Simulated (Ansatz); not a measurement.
Crystal: Te2Au.

```
Au Te
1.0
     3.59735   -2.20730    0.00000
     3.59735    2.20730    0.00000
    -0.00336    0.00000    5.07030
Au Te
1 2
Direct
  0.00000 0.00000 0.00000
  0.31065 0.31065 0.71167
  0.68935 0.68935 0.28833
```

```yaml
Program: Ansatz 0.2.0
Task: relaxation of cell and atoms
Functional: revPBE
Potentials_or_basis: Ansatz PAW
Cutoff: "420 eV (not typed: the program's choice for these potentials)"
k_mesh: 7 × 7 × 5
Occupations: fermi-dirac, width 0.05 eV
Spin: no spin polarisation
```

At the start: volume 26.84 Å³/atom.

**Question.** Where does the relaxation end?

**Answer.** It ends after 8 steps and the volume is 27.45 Å³/atom (+2.3 %); space group C2/m (No. 12, to 0.05 Å).

The path:
```
step  energy change (eV)  largest force (eV/Å)  volume (Å³)
   1              0.0000                0.3092        80.52
   2             -0.0354                0.1021        86.49
   3             -0.0538                0.0412        84.15
   4             -0.0548                0.0794        83.05
   5             -0.0600                0.0040        82.33
   6             -0.0604                0.0022        82.33
   7             -0.0605                0.0032        82.34
   8             -0.0609                0.0032        82.34
```

Final structure:
```cif
data_structure
_symmetry_space_group_name_H-M 'P 1'
_symmetry_Int_Tables_number 1
_cell_length_a 4.2731
_cell_length_b 4.2731
_cell_length_c 5.2389
_cell_angle_alpha 89.269
_cell_angle_beta 89.269
_cell_angle_gamma 59.409
_cell_volume 82.34
loop_
_atom_site_label
_atom_site_type_symbol
_atom_site_fract_x
_atom_site_fract_y
_atom_site_fract_z
_atom_site_occupancy
Au1 Au 0.00000 0.00000 0.00000 1
Te1 Te 0.31560 0.31560 0.70982 1
Te2 Te 0.68440 0.68440 0.29018 1
```

Caveat: the plane-wave basis is chosen anew once the cell has moved, so the energies of steps on either side of that aren't comparable; the PAW data sets come from PBE, with cores solved anew for the run's functional, which leaves a small shift of forces and pressure.
